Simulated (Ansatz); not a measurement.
# GeH2LiO radical (SMILES [Li][O][GeH2]): functionals against CCSD(T) at one geometry

The task here is to estimate one member of a computed series from the others.

The runs use Ansatz 0.2.0, Gaussian basis; single points in def2-TZVPP.

Correlated methods freeze the cores. Filled d shells of the heavier atoms are correlated. The outer core shell of Li, Na, Mg and K is correlated. Orbitals are unrestricted.

**Where the work starts**

5 atoms, charge 0, spin multiplicity 2.

Atoms are counted from 1 here; the program's logs count them from 0.

Bond lengths: Li1–O2 1.653 Å, O2–Ge3 1.754 Å, Ge3–H4 1.608 Å, Ge3–H5 1.570 Å. Angles: Li1–O2–Ge3 173.6°, O2–Ge3–H4 101.8°, O2–Ge3–H5 104.1°, H4–Ge3–H5 106.1°.

As a file:

```csv
atom,x (Å),y (Å),z (Å)
Li1,-1.2735,-0.6237,2.0971
O2,-0.2566,-0.4360,0.8074
Ge3,0.7761,-0.0457,-0.5553
H4,-0.1631,-0.4330,-1.8022
H5,0.8532,1.5220,-0.5391
```

The first run:

Input file run/in.yaml:

```yaml
crystal:
  periodic: [false, false, false]
  atoms:
    - {symbol: Li, position_ang: [-1.273500, -0.623700, 2.097100]}
    - {symbol: O, position_ang: [-0.256600, -0.436000, 0.807400]}
    - {symbol: Ge, position_ang: [0.776100, -0.045700, -0.555300]}
    - {symbol: H, position_ang: [-0.163100, -0.433000, -1.802200]}
    - {symbol: H, position_ang: [0.853200, 1.522000, -0.539100]}
basis:
  gaussian: {orbitals: def2-TZVPP}
magnetization: {spin_polarized: true, initial_magnetization: 1}
correlation: {method: ccsd_t}
scf: {omitted_lower_state_checks: [cluster_reference]}
output: {forces: true}
```

The command line of these runs was not kept.

Steps of the session up to this table: CCSD(T)/def2-TZVPP; PBE0-D4/def2-TZVPP; wB97M-V/def2-TZVPP; r2SCAN-D4/def2-TZVPP; PBE-D4/def2-TZVPP; SPW92/def2-TZVPP; BHLYP-D4/def2-TZVPP.

One of the session's tables, all rows but one given; the rest of the session is left out.

```
   method  RMS force component (eV/Å)  angle to CCSD(T) forces (°)  dipole (D)
  CCSD(T)                       0.477                    reference        6.64
  PBE0-D4                       0.440                          9.9        6.63
  wB97M-V                       0.437                          5.0        6.47
r2SCAN-D4                       0.404                          6.0        6.81
   PBE-D4                       0.308                         39.9        6.67
    SPW92                       0.374                         19.8        6.65
 BHLYP-D4                           ?                            ?           ?
```

**Question.** Estimate the row for BHLYP-D4.

The run gave: RMS force component (eV/Å): 0.551; angle to CCSD(T) forces (°): 11.3; dipole (D): 6.48. In the column «RMS force component (eV/Å)» it is the highest.
